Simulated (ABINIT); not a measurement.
CrN2:

```xyz
6
Lattice="3.9018 0.0000 0.0000 0.0000 4.8095 0.0000 0.0000 0.0000 2.7842" Properties=species:S:1:pos:R:3 pbc="T T T"
Cr    0.0000    0.0000    0.0000
Cr    1.9509    2.4048    1.3921
N     3.3796    2.8317    0.0000
N     0.5222    1.9778    0.0000
N     1.4287    4.3825    1.3921
N     2.4731    0.4270    1.3921
```

The cell comes from a database or a generator and needn't be the stable form of this composition.

Base run:

```yaml
Program: ABINIT 10.8.3 (patched build)
Functional: PBE
Potentials_or_basis: JTH PAW PBE v2.0
Cutoff: 707 eV
k_mesh: 5 × 4 × 7
Occupations: fermi-dirac, width 0.05 eV
Spin: collinear spin, ferromagnetic start
Starting_moments: "[3.0, 3.0, 0.0, 0.0, 0.0, 0.0] μB"
```

Its results: band gap on the k mesh none (metal or under the smearing width); pressure -1.0 GPa; net moment 4.23 μB per cell; site moments Cr +2.11; N -0.07 μB; largest force 0.056 eV/Å.

The run is repeated on the same cell with these changes: functional from PBE to PBEsol. What comes out?

Band gap on the k mesh none (metal or under the smearing width); pressure -9.7 GPa; net moment 4.22 μB per cell; site moments Cr +2.09; N -0.07 μB; largest force 0.080 eV/Å.

PBEsol binds more tightly than PBE, so the same cell stands under less pressure.

Caveats: only a ferromagnetic start was run, and an antiferromagnetic order may lie lower in energy; the PAW data sets were made with another functional, which shifts forces and pressure a little (some runs).
